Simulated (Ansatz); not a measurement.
# TaNbO: the cost of one run

Program: Ansatz 0.2.0. Level of theory: DFT PBE, scalar-relativistic, plane waves, PAW. These are calculated values, not measurements.

**1. Starting point**

Symmetry: P-6m2, No. 187, hexagonal system. The conventional cell has a = 3.777 Å, b = 3.777 Å, c = 4.164 Å, α = 90.00°, β = 90.00°, γ = 120.00°. Ta (site symmetry -6m2) has 3 Nb at 2.18 Å and 6 O at 3.02 Å as nearest neighbours. Nb (site symmetry -6m2) is surrounded by 3 Ta at 2.18 Å and 6 O at 3.02 Å. O (site symmetry -6m2) is surrounded by 6 Ta at 3.02 Å and 6 Nb at 3.02 Å.

Coordinates:

```
Ta Nb O
1.0
     3.77730    0.00000    0.00000
    -1.88865    3.27124    0.00000
     0.00000    0.00000    4.16411
Ta Nb O
1 1 1
Direct
  0.33333 0.66667 0.50000
  0.00000 0.00000 0.50000
  0.66667 0.33333 0.00000
```

Recipe of the guess: species swapped into a database cell of BaAlSn (P-6m2, No. 187), with O on the Ba sites, Nb on the Al sites and Ta on the Sn sites. Lengths come from tabulated atomic sizes and are only a guess.

**2. Probe: one point on a coarse mesh**

Contents of input.yaml:

```yaml
crystal:
  lattice:
    - [3.77730283, 0.0, 0.0]
    - [-1.88865142, 3.27124021, 0.0]
    - [0.0, 0.0, 4.16411305]
  atoms:
    - { symbol: Ta, position: [0.33333333, 0.66666667, 0.5] }
    - { symbol: Nb, position: [0.0, 0.0, 0.5] }
    - { symbol: O, position: [0.66666667, 0.33333333, 0.0] }
basis:
  ecutwfc: 420
kpoints:
  mp_grid: { grid: [6, 6, 4] }
hamiltonian:
  xc: pbe
scf:
  occupations: { method: gaussian, width: 0.1 }
  lower_state_search: "off"
output:
  forces: true
  stress: true
  eigenvalues: true
```

Started as:

```bash
ansatz run input.yaml --threads 1 --pin off --max-ram 2560MiB --backend cpu --events-out ev --progress --plain --runs-dir out
```

**Question.** How long does this run take on 1 thread of Intel Xeon at 2.70GHz, shared host, and how much memory does it need?

About 1.9 s, with a peak of 0.35 GiB.
